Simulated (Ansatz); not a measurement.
# GeH2Cl (doublet): the correlation ladder, cc-pVTZ

How much of the correlation energy of GeH2Cl (doublet) does each wave-function method recover here?

Program: Ansatz 0.2.0, Gaussian basis. Level of theory: cc-pVTZ, core rule «outside noble gas», up to 19 orbitals frozen. These are calculated values, not measurements.

To be run: UHF; CCSD(T) on ROHF; CCSD(T) on UHF; BCCD(T) on ROHF; CCSDT(Q) on ROHF; CCSDT(Q) on UHF; CASSCF and NEVPT2, 13 electrons in 10 orbitals.

9 further runs of the same task are left out: 4 for a known fault of the program, 5 set aside as unsound or not needed.

**1. The system**

The geometry is a PBE0/def2-TZVP stationary point (not a proven minimum) of the parent state, kept for this charge and spin. No spin-orbit coupling is included. The filled d shell of Ge may be among the frozen orbitals whatever the setting's name suggests; the logs give the count.

4 atoms, charge 0, spin multiplicity 2.

Atoms are counted from 1 here; the program's logs count them from 0.

Bond lengths: Ge1–Cl2 2.208 Å, H3–H4 0.807 Å.

Geometry (Å):

```
atom     x (Å)     y (Å)     z (Å)
 Ge1  -0.00002   0.00020  -0.41107
 Cl2  -0.00001   0.00014  -2.61919
  H3   0.00002   0.40355   1.51548
  H4   0.00002  -0.40389   1.51478
```

**2. UHF**

Input file in.yaml:

```yaml
crystal:
  periodic: [false, false, false]
  atoms:
    - {symbol: Ge, position_ang: [-0.000021, 0.000203, -0.411070]}
    - {symbol: Cl, position_ang: [-0.000013, 0.000140, -2.619191]}
    - {symbol: H, position_ang: [0.000017, 0.403546, 1.515482]}
    - {symbol: H, position_ang: [0.000017, -0.403889, 1.514779]}
basis:
  gaussian: {orbitals: cc-pVTZ}
magnetization: {spin_polarized: true, initial_magnetization: 1}
hamiltonian: {xc: hf}
output: {orbitals: {seedname: orbitals}}
```

Command:

```console
ansatz run in.yaml --threads 1 --pin off --events-out ev --progress --plain --max-ram 2816MiB --backend cpu
```

Further steps of the session: CCSD(T) on ROHF; CCSD(T) on UHF; BCCD(T) on ROHF; CCSDT(Q) on ROHF; CCSDT(Q) on UHF; CASSCF and NEVPT2, 13 electrons in 10 orbitals.

Q: Predict the results of all the runs planned. Wanted: UCCSDT(Q) below the RHF energy; RMP2 from UCCSDT(Q); UMP2 from UCCSDT(Q); RCCSD from UCCSDT(Q); RCCSD(T) from UCCSDT(Q); UCCSD(T) from UCCSDT(Q); RCCSDT(Q) from UCCSDT(Q); NEVPT2 valence from UCCSDT(Q); T1 diagnostic.

The runs gave:

```
                         quantity                      value
   UCCSDT(Q) below the RHF energy                 -9.6541 eV
              RMP2 from UCCSDT(Q)                +1354.0 meV
              UMP2 from UCCSDT(Q)                +1371.0 meV
             RCCSD from UCCSDT(Q)                 +444.4 meV
          RCCSD(T) from UCCSDT(Q)                  +56.0 meV
          UCCSD(T) from UCCSDT(Q)                  +54.1 meV
         RCCSDT(Q) from UCCSDT(Q)                   +5.2 meV
    NEVPT2 valence from UCCSDT(Q)                +1830.4 meV
levels within 1 kcal/mol (43 meV)  RCCSDT, UCCSDT, RCCSDT(Q)
                    T1 diagnostic                      0.018
   effectively unpaired electrons                       1.04
```

In words: RCCSD(T) misses by +56.0 meV, 0.6 % of the correlation energy. One determinant dominates. These misses are within one basis, not against nature; the frozen cores of restricted and unrestricted runs differ, which can shift their rows.
